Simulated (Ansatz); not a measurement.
**C6H12O2: up Jacob's ladder to CCSD(T)**

The task here is to estimate one member of a computed series from the others.

Computed with Ansatz 0.2.0, Gaussian basis. Level: functionals in def2-TZVPP, the program's frozen cores in correlated methods.

Levels to be run: LDA (SPW92), PBE-D4, revPBE-D4, BLYP-D4, r2SCAN-D4, B97M-V, PBE0-D4, B3LYP-D4, r2SCANh-D4, r2SCAN0-D4, HSE06-D4, BHLYP-D4, CAM-B3LYP-D4, LC-ωPBE, ωB97X-V, ωB97M-V, B2PLYP, PBE-QIDH; CCSD(T)/def2-SVP; CCSD(T)/def2-TZVPP; MP2/def2-QZVPP; extrapolation to the limit; RPA on PBE.

**The relaxed structure**

An earlier PBE0-D4 in a triple-zeta def2 set relaxation fixed the geometry.

20 atoms, charge 0, spin multiplicity 1.

Atoms are counted from 1 here; the program's logs count them from 0.

Bond lengths: C1–C2 1.518 Å, C1–H9 1.093 Å, C1–H10 1.092 Å, C1–H11 1.094 Å, C2–C3 1.523 Å, C2–H12 1.095 Å, C2–H13 1.094 Å, C3–C4 1.528 Å, C3–C5 1.510 Å, C3–H14 1.094 Å, C4–H15 1.092 Å, C4–H16 1.092 Å, C4–H17 1.092 Å, C5–O6 1.203 Å, C5–O7 1.340 Å, O7–C8 1.424 Å, C8–H18 1.091 Å, C8–H19 1.091 Å and more. Angles: C2–C1–H9 111.1°, C2–C1–H10 111.1°, C2–C1–H11 111.3°, H9–C1–H10 107.4°, H9–C1–H11 108.0°, H10–C1–H11 107.7°, C1–C2–C3 113.5°, C1–C2–H12 109.9°, C1–C2–H13 109.9°, C3–C2–H12 108.0°, C3–C2–H13 108.4°, H12–C2–H13 106.9°, C2–C3–C4 111.8°, C2–C3–C5 110.8°, C2–C3–H14 109.7°, C4–C3–C5 108.1°, C4–C3–H14 108.8°, C5–C3–H14 107.5° and more.

The first run:

File in.yaml:

```yaml
crystal:
  periodic: [false, false, false]
  atoms:
    - {symbol: C, position_ang: [1.418794, 1.864667, -0.608775]}
    - {symbol: C, position_ang: [-0.083615, 1.646178, -0.583527]}
    - {symbol: C, position_ang: [-0.483349, 0.177641, -0.630189]}
    - {symbol: C, position_ang: [-1.998797, 0.005113, -0.723308]}
    - {symbol: C, position_ang: [-0.004842, -0.546767, 0.604922]}
    - {symbol: O, position_ang: [-0.020139, -0.097866, 1.720448]}
    - {symbol: O, position_ang: [0.408343, -1.789712, 0.321765]}
    - {symbol: C, position_ang: [0.812108, -2.565673, 1.444920]}
    - {symbol: H, position_ang: [1.897172, 1.415724, 0.265140]}
    - {symbol: H, position_ang: [1.662099, 2.929162, -0.604192]}
    - {symbol: H, position_ang: [1.868723, 1.424723, -1.503424]}
    - {symbol: H, position_ang: [-0.548552, 2.149792, -1.437294]}
    - {symbol: H, position_ang: [-0.510481, 2.092397, 0.319381]}
    - {symbol: H, position_ang: [-0.018931, -0.304518, -1.495809]}
    - {symbol: H, position_ang: [-2.280004, -1.048932, -0.771021]}
    - {symbol: H, position_ang: [-2.487244, 0.453085, 0.145088]}
    - {symbol: H, position_ang: [-2.377349, 0.498641, -1.620913]}
    - {symbol: H, position_ang: [1.646917, -2.089296, 1.960819]}
    - {symbol: H, position_ang: [-0.013223, -2.681831, 2.148933]}
    - {symbol: H, position_ang: [1.112350, -3.532532, 1.047034]}
basis:
  gaussian: {orbitals: def2-TZVPP}
hamiltonian: {xc: lda}
output: {orbitals: {seedname: orbitals}}
```

Launch:

```sh
ansatz run in.yaml --threads 2 --pin off --events-out ev --progress --plain --max-ram 32768MiB --backend cuda --devices 0, --max-vram 18GiB
```

Among the steps run: LDA; PBE-D4 (GGA); revPBE-D4 (GGA); BLYP-D4 (GGA); r2SCAN-D4 (meta-GGA); B97M-V (meta-GGA); B3LYP-D4 (hybrid); r2SCANh-D4 (hybrid); r2SCAN0-D4 (hybrid); HSE06-D4 (hybrid); BHLYP-D4 (hybrid); CAM-B3LYP-D4 (range-separated); LC-ωPBE (range-separated); ωB97X-V (range-separated); ωB97M-V (range-separated); B2PLYP (double hybrid); PBE-QIDH (double hybrid).

One table of the session follows, with a row left open; its other results are not shown here.

It belongs to the step «Frontier levels by functional». 

| functional | HOMO (eV) | gap (eV) |
| --- | --- | --- |
| LDA (SPW92) | -6.43 | 5.40 |
| PBE-D4 | ? | ? |
| revPBE-D4 | -6.12 | 5.49 |
| BLYP-D4 | -6.12 | 5.49 |
| r2SCAN-D4 | -6.53 | 6.05 |
| B97M-V | -6.69 | 6.29 |
| PBE0-D4 | -7.84 | 8.24 |
| B3LYP-D4 | -7.60 | 7.71 |
| r2SCANh-D4 | -7.14 | 7.08 |
| r2SCAN0-D4 | -8.07 | 8.63 |
| HSE06-D4 | -7.43 | 7.44 |
| BHLYP-D4 | -9.43 | 11.03 |
| CAM-B3LYP-D4 | -9.34 | 10.91 |
| LC-ωPBE | -10.64 | 13.49 |
| ωB97X-V | -10.33 | 13.07 |
| ωB97M-V | -10.28 | 12.81 |

Q: Estimate the row for PBE-D4 from the others.

As computed: HOMO (eV): -6.21; gap (eV): 5.47. In the column «HOMO (eV)» it lies between LDA (SPW92) (-6.43) and revPBE-D4 (-6.12).
